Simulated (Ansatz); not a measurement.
# GaHO (quintet): from Hartree-Fock to the top rungs, cc-pVDZ

An exercise on one series of results from a longer session: the logs are not shown, and one member is left open.

Program: Ansatz 0.2.0, Gaussian basis. Level of theory: cc-pVDZ, core rule «outside noble gas», up to 15 orbitals frozen. These are calculated values, not measurements.

The runs, in order: UHF; CCSD(T) on ROHF; CCSD(T) on UHF; BCCD(T) on ROHF; CISD; CCSDT(Q) on ROHF; CCSDT(Q) on UHF; CCSDTQ on ROHF; CCSDTQ on UHF.

18 further runs of the same task are left out: 12 for a known fault of the program, 6 set aside as unsound or not needed.

## The system

The geometry is a PBE0/def2-TZVP stationary point (not a proven minimum) of the parent state, kept for this charge and spin. No spin-orbit coupling is included. The filled d shell of Ga may be among the frozen orbitals whatever the setting's name suggests; the logs give the count.

3 atoms, charge 0, spin multiplicity 5.

Atoms are counted from 1 here; the program's logs count them from 0.

Bond lengths: O1–Ga2 1.837 Å, Ga2–H3 1.606 Å. Angles: O1–Ga2–H3 111.2°.

Coordinates:

```xyz
3
charge 0, multiplicity 5
O     0.0000    0.0862    1.5022
Ga    0.0000   -0.0402   -0.3301
H     0.0000    1.4138   -1.0117
```

Set-up of the first run:

Contents of in.yaml:

```yaml
crystal:
  periodic: [false, false, false]
  atoms:
    - {symbol: O, position_ang: [0.000000, 0.086163, 1.502239]}
    - {symbol: Ga, position_ang: [0.000000, -0.040211, -0.330094]}
    - {symbol: H, position_ang: [0.000000, 1.413842, -1.011723]}
basis:
  gaussian: {orbitals: cc-pVDZ}
magnetization: {spin_polarized: true, initial_magnetization: 4}
hamiltonian: {xc: hf}
output: {orbitals: {seedname: orbitals}}
```

On the command line:

```sh
$ ansatz run in.yaml --threads 1 --pin off --events-out ev --progress --plain --max-ram 4096MiB --backend cpu
```

Steps of the session up to this table: UHF; CCSD(T) on ROHF; CCSD(T) on UHF; BCCD(T) on ROHF; CISD; CCSDT(Q) on ROHF; CCSDT(Q) on UHF; CCSDTQ on ROHF; CCSDTQ on UHF.

One table of the session follows, with a row left open; its other results are not shown here.

| method | from UCCSDTQ (meV) |
| --- | --- |
| ROHF | +5094.3 |
| UHF | +4885.5 |
| RMP2 | +1040.1 |
| UMP2 | +1011.8 |
| RCCSD | +183.1 |
| UCCSD | +163.0 |
| RCCSD(T) | +81.2 |
| UCCSD(T) | +63.5 |
| BCCD(T) | +63.5 |
| RCCSDT | +27.4 |
| UCCSDT | ? |
| RCCSDT(Q) | +18.1 |
| UCCSDT(Q) | +1.4 |
| RCCSDTQ | +16.2 |
| UCCSDTQ | 0 |

Q: Estimate the row for UCCSDT from the others.

As computed: from UCCSDTQ (meV): +11.0. In the column «from UCCSDTQ (meV)» it lies between UCCSDT(Q) (+1.4) and RCCSDTQ (+16.2).

To keep in mind: Restricted and unrestricted rows rest on different reference determinants; where their highest levels disagree by more than a few hundredths of an eV, they describe different states and don't form one ladder.
